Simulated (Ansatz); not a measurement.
# Mn3Sn: the cost of one run

Method: DFT, PAW plane waves, r2scan, in Ansatz 0.2.0.

## Step 1: The structure to begin with

The structure is hexagonal, space group P6_3/mmc (No. 194). The conventional cell has a = 5.670 Å, b = 5.670 Å, c = 4.530 Å, α = 90.00°, β = 90.00°, γ = 120.00°. Mn (site symmetry mm2) has 4 Sn at 2.79 to 2.84 Å and 8 Mn at 2.80 to 2.84 Å as nearest neighbours. Around Sn (site symmetry -6m2) lie 12 Mn at 2.79 to 2.84 Å.

As a file:

```xyz
8
Lattice="5.6700 0.0000 0.0000 -2.8350 4.9104 0.0000 0.0000 0.0000 4.5300" Properties=species:S:1:pos:R:3 pbc="T T T"
Mn    2.8350    3.2703    1.1325
Mn   -1.4147    4.0903    3.3975
Mn    1.4203    0.8200    1.1325
Mn    0.0000    1.6401    3.3975
Mn    4.2497    0.8200    1.1325
Mn    1.4147    4.0903    3.3975
Sn    0.0000    3.2736    1.1325
Sn    2.8350    1.6368    3.3975
```

## Step 2: A run

The input, input.yaml:

```yaml
crystal:
  lattice:
    - [5.67, 0.0, 0.0]
    - [-2.835, 4.91036404, 0.0]
    - [0.0, 0.0, 4.53]
  atoms:
    - { symbol: Mn, position: [0.833, 0.666, 0.25], spin: 4.5 }
    - { symbol: Mn, position: [0.167, 0.833, 0.75], spin: 4.5 }
    - { symbol: Mn, position: [0.334, 0.167, 0.25], spin: 4.5 }
    - { symbol: Mn, position: [0.167, 0.334, 0.75], spin: 4.5 }
    - { symbol: Mn, position: [0.833, 0.167, 0.25], spin: 4.5 }
    - { symbol: Mn, position: [0.666, 0.833, 0.75], spin: 4.5 }
    - { symbol: Sn, position: [0.33333333, 0.66666667, 0.25] }
    - { symbol: Sn, position: [0.66666667, 0.33333333, 0.75] }
  symmetry: { tolerance: 0.0003 }
hamiltonian:
  xc: r2scan
  pseudopotentials: { kind: paw, azcp: { folder: soft_1 } }
basis:
  ecutwfc: 500
magnetization:
  spin_polarized: true
scf:
  occupations: { method: fermi_dirac, width: 0.05 }
kpoints:
  mp_grid: { grid: [7, 7, 8], shift: [0, 0, 0] }
output:
  forces: true
  stress: true
  eigenvalues: true
```

On the command line:

```bash
$ ansatz run input.yaml --threads 2 --pin off --max-ram 5632MiB --backend cpu --events-out ev --progress --plain --runs-dir out
```

**Question.** How long does this run take on 2 threads of Arm Neoverse V1, shared host, and how much memory does it need?

About 1.8 min, with a peak of 1.3 GiB.
